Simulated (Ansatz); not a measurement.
# FGaGeH4: taking an electron away

One table from this session's results is given with a row withheld; the runs are named, their logs left out.

The runs use Ansatz 0.2.0, Gaussian basis; unrestricted cation, the program's frozen cores in correlated methods.

The runs, in order: UKS PBE-D4/def2-TZVPP; UKS r2SCAN-D4/def2-TZVPP; UKS PBE0-D4/def2-TZVPP; UKS B3LYP-D4/def2-TZVPP; UKS wB97X-V/def2-TZVPP; UKS wB97M-V/def2-TZVPP; UKS B2PLYP/def2-TZVPP; UHF-CCSD(T)/def2-TZVPP; UHF-MP2/def2-QZVPP; extrapolation to the limit; then −ε(HOMO) from the neutral's earlier runs with LDA (SPW92), PBE-D4, revPBE-D4, BLYP-D4, r2SCAN-D4, B97M-V, PBE0-D4, B3LYP-D4, r2SCANh-D4, r2SCAN0-D4, HSE06-D4, BHLYP-D4, CAM-B3LYP-D4, LC-ωPBE, ωB97X-V, ωB97M-V.

1 further run of the same task is left out (it didn't finish).

## Structure used throughout

The geometry comes from an earlier relaxation with PBE0-D4 in a triple-zeta def2 set; it is a stationary point, not always the lowest conformer.

7 atoms, charge 0, spin multiplicity 1.

Atoms are counted from 1 here; the program's logs count them from 0.

Bond lengths: F1–Ga2 1.765 Å, Ga2–Ge3 2.436 Å, Ga2–H4 1.565 Å, Ge3–H5 1.538 Å, Ge3–H6 1.536 Å, Ge3–H7 1.538 Å. Angles: F1–Ga2–Ge3 113.1°, F1–Ga2–H4 112.7°, Ge3–Ga2–H4 134.3°, Ga2–Ge3–H5 109.5°, Ga2–Ge3–H6 110.5°, Ga2–Ge3–H7 111.4°, H5–Ge3–H6 108.4°, H5–Ge3–H7 108.2°, H6–Ge3–H7 108.8°.

Coordinates:

```xyz
7
charge 0, multiplicity 1
F    -2.1704   -1.3520    0.3163
Ga   -0.4259   -1.3005    0.0556
Ge    0.4567    0.9671   -0.0515
H     0.2079   -2.7260   -0.0665
H     0.0521    1.6143   -1.3866
H    -0.1120    1.8201    1.0924
H     1.9916    0.9770    0.0404
```

The first run:

Input file in.yaml:

```yaml
crystal:
  periodic: [false, false, false]
  atoms:
    - {symbol: F, position_ang: [-2.170388, -1.352024, 0.316259]}
    - {symbol: Ga, position_ang: [-0.425950, -1.300478, 0.055612]}
    - {symbol: Ge, position_ang: [0.456704, 0.967106, -0.051450]}
    - {symbol: H, position_ang: [0.207898, -2.726020, -0.066522]}
    - {symbol: H, position_ang: [0.052133, 1.614339, -1.386642]}
    - {symbol: H, position_ang: [-0.112010, 1.820096, 1.092387]}
    - {symbol: H, position_ang: [1.991614, 0.976971, 0.040366]}
basis:
  gaussian: {orbitals: def2-TZVPP}
total_charge: 1
magnetization: {spin_polarized: true, initial_magnetization: 1}
hamiltonian: {xc: pbe, dispersion: d4}
```

Started as:

```sh
> ansatz run in.yaml --threads 2 --pin off --events-out ev --progress --plain --max-ram 22528MiB --backend cpu
```

Among the steps run: Cation, UKS PBE-D4/def2-TZVPP; Cation, UKS r2SCAN-D4/def2-TZVPP; Cation, UKS PBE0-D4/def2-TZVPP; Cation, UKS B3LYP-D4/def2-TZVPP; Cation, UKS wB97X-V/def2-TZVPP; Cation, UKS wB97M-V/def2-TZVPP; Cation, UKS B2PLYP (frozen core)/def2-TZVPP; Cation, UHF-CCSD(T)/def2-TZVPP; Cation, UHF-MP2/def2-QZVPP.

One of the session's tables, all rows but one given; the rest of the session is left out.

For comparison, −ε(HOMO) of the neutral from earlier runs:

```
  functional  −ε(HOMO) (eV)
 LDA (SPW92)              ?
      PBE-D4           6.83
   revPBE-D4           6.78
     BLYP-D4           6.72
   r2SCAN-D4           7.14
      B97M-V           7.22
     PBE0-D4           7.99
    B3LYP-D4           7.80
  r2SCANh-D4           7.56
  r2SCAN0-D4           8.19
    HSE06-D4           7.60
    BHLYP-D4           9.02
CAM-B3LYP-D4           9.25
     LC-ωPBE          10.53
     ωB97X-V          10.21
     ωB97M-V          10.03
```

Estimate the missing values for LDA (SPW92).

As computed: −ε(HOMO) (eV): 6.96. In the column «−ε(HOMO) (eV)» it lies between PBE-D4 (6.83) and r2SCAN-D4 (7.14).
